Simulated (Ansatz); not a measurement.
Working through a run that restarts from a saved state of Ca₃Y, space group Pm-3m

Computed with the Python package of Ansatz (0.2.0).

Interactive session:
```pycon
>>> import ansatz as az
>>> from ase import Atoms
>>> atoms = Atoms(
...     ['Ca', 'Ca', 'Ca', 'Y'],
...     scaled_positions=[
...         [0.0, 0.5, 0.5],
...         [0.5, 0.0, 0.5],
...         [0.5, 0.5, 0.0],
...         [0.0, 0.0, 0.0],
...     ],
...     cell=[
...         [5.41281, 0.0, 0.0],
...         [0.0, 5.41281, 0.0],
...         [0.0, 0.0, 5.41281],
...     ],
...     pbc=True,
... )
>>> system = az.Crystal.from_ase(atoms)
>>> len(system.resolved().sites)
4
>>> calculation = (
...     system.calculation()
...     .functional('LDA')
...     .basis(420)
...     .occupations('cold', width=100 * az.meV)  # the run then minimises F = E - TS
... )
>>> coarse = calculation.kpoints(*(2, 2, 2)).checkpoint(write='ca3y.run').run().report

>>> warm = calculation.kpoints(*(4, 4, 4)).checkpoint(read='ca3y.run').run().report
>>> cold = calculation.kpoints(*(4, 4, 4)).run().report
>>> for label, report in (('coarse', coarse), ('fine, from the saved density', warm), ('fine, fresh start', cold)):
...     print(f'{label:30s} F = {report["free_energy_ev"]:.5f} eV  iterations {report["n_iterations"]}')
...
coarse                         F = -9062.85341 eV  iterations 6
fine, from the saved density   F = -9062.74212 eV  iterations 6
fine, fresh start              F = -9062.74212 eV  iterations 6
```

Absolute energies stand on the zero of these potentials, so only differences at equal settings mean something. A total without «per atom» is that of the cell as typed. No spin polarisation was allowed. The mesh is modest for a metal, so energies can be off by several to tens of meV an atom and pressures by half a GPa or more; differences at equal mesh fare better. This cell is a computed structure, which may not be the phase found in nature. Hardware and time: 4.3 s on 1 thread of Arm Neoverse V2, with other jobs on the host, peak memory 0.43 GiB.

(Lines on the test bed's own set-up are left out of the output.)
